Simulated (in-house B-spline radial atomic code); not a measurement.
# Excited states and polarisability of Sn³²⁺ by several methods

How far do the methods of linear response differ for Sn³²⁺? Each gives excitation energies, polarisability and C6.

Method: linear response of a closed shell, each method with its own adiabatic kernel; spin-free one-electron X2C, finite nucleus; B-spline basis; no spin-orbit coupling, no double excitations; only terms of natural parity, (−1)^L, with L up to 3 are computed. Code: in-house B-spline radial atomic code version 1.

**1. The system**

- element: tin (Z = 50)
- charge: +32
- configuration: [Ne] 3s2 3p6
- runs: TDHF; PBE; B3LYP; B97-1; BHandHLYP; ωB97X

The outer shells:

Sn³²⁺
```
[Ne] core
3s [↑↓]
3p [↑↓][↑↓][↑↓]
```

**2. TDHF**

Settings of the run:

```ini
Z = 50
electrons = 18.0
configuration = [Ne] 3s2 3p6
hamiltonian = x2c
method = hf
box_radius = 3.84
rms_radius = 4.6519
intervals = 65
```

On the command line:

```sh
> python run_td.py task.json out
```

task.json lists these runs, among others, and the program works through them in turn.

**3. PBE**

The settings differ from step 2 so:

```diff
@@ -4,3 +4,3 @@
 hamiltonian = x2c
-method = hf
+method = pbe,pbe
 box_radius = 3.84
```

**4. B3LYP**

The settings differ from step 3 so:

```diff
@@ -4,3 +4,3 @@
 hamiltonian = x2c
-method = pbe,pbe
+method = b3lyp
 box_radius = 3.84
```

**5. B97-1**

The settings differ from step 4 so:

```diff
@@ -4,3 +4,3 @@
 hamiltonian = x2c
-method = b3lyp
+method = b97_1
 box_radius = 3.84
```

**6. BHandHLYP**

The settings differ from step 5 so:

```diff
@@ -4,3 +4,3 @@
 hamiltonian = x2c
-method = b97_1
+method = bhandhlyp
 box_radius = 3.84
```

**7. ωB97X**

The settings differ from step 6 so:

```diff
@@ -4,3 +4,3 @@
 hamiltonian = x2c
-method = bhandhlyp
+method = wb97x
 box_radius = 3.84
```

Q: Predict the outcome of this session. Wanted: for each run, threshold; 3p→3d ¹P; 3p→3d ³P, Tamm-Dancoff; α; C6.

**Answer**, as computed:

```csv
run,threshold (eV),3p→3d ¹P (eV),"3p→3d ³P, Tamm-Dancoff (eV)",α (bohr³),C6 (hartree bohr⁶),time
TDHF,2094.7,217.82,165.71,0.02105,0.003377,0.8 s
PBE,2058.2,219.96,168.29,0.02088,0.003359,0.7 s
B3LYP,2066.0,219.18,167.41,0.02092,0.003361,0.9 s
B97-1,2066.4,219.27,167.76,0.02093,0.003364,1 s
BHandHLYP,2077.2,218.67,166.73,0.02097,0.003367,1 s
ωB97X,2068.5,219.96,168.44,0.02085,0.003351,1.1 s
```

In words: α runs from 0.0209 (ωB97X) to 0.0211 bohr³ (TDHF). The semilocal functionals put the threshold at 2058.2 eV, under Hartree-Fock's 2094.7 eV, through self-interaction. Spin-orbit coupling, absent here, splits and mixes these terms strongly in an ion this highly charged, so they need not match single real levels.
